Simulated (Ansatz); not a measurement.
The system is Cd2S.

```xyz
3
Lattice="3.9627 0.0000 0.0000 -1.9813 3.4318 0.0000 0.0000 0.0000 5.8092" Properties=species:S:1:pos:R:3 pbc="T T T"
Cd    0.0000    2.2878    5.4183
Cd    1.9813    1.1439    3.3620
S     0.0000    2.2878    2.1245
```

The cell comes from a database or a generator and needn't be the stable form of this composition.

Base run:

* Program: Ansatz 0.2.0
* Functional: HSE06
* Potentials or basis: Ansatz PAW
* Cutoff: 420 eV (not typed: the program's choice for these potentials)
* k mesh: 6 × 6 × 4
* Occupations: fermi-dirac, width 0.05 eV
* Spin: no spin polarisation

Its results: band gap on the k mesh 0.26 eV, indirect (least direct gap 0.75 eV); pressure -1.3 GPa; largest force 0.242 eV/Å.

Task: The run is repeated on the same cell with these changes: functional from HSE06 to PBE0. What comes out?

Result: Band gap on the k mesh 0.72 eV, indirect (least direct gap 1.19 eV); pressure -1.5 GPa; largest force 0.243 eV/Å.

Caveats: the PAW data sets come from PBE, with cores solved anew for the run's functional, which leaves a small shift of forces and pressure; the thresholds are loose for stress.

A k mesh can miss the band edges.
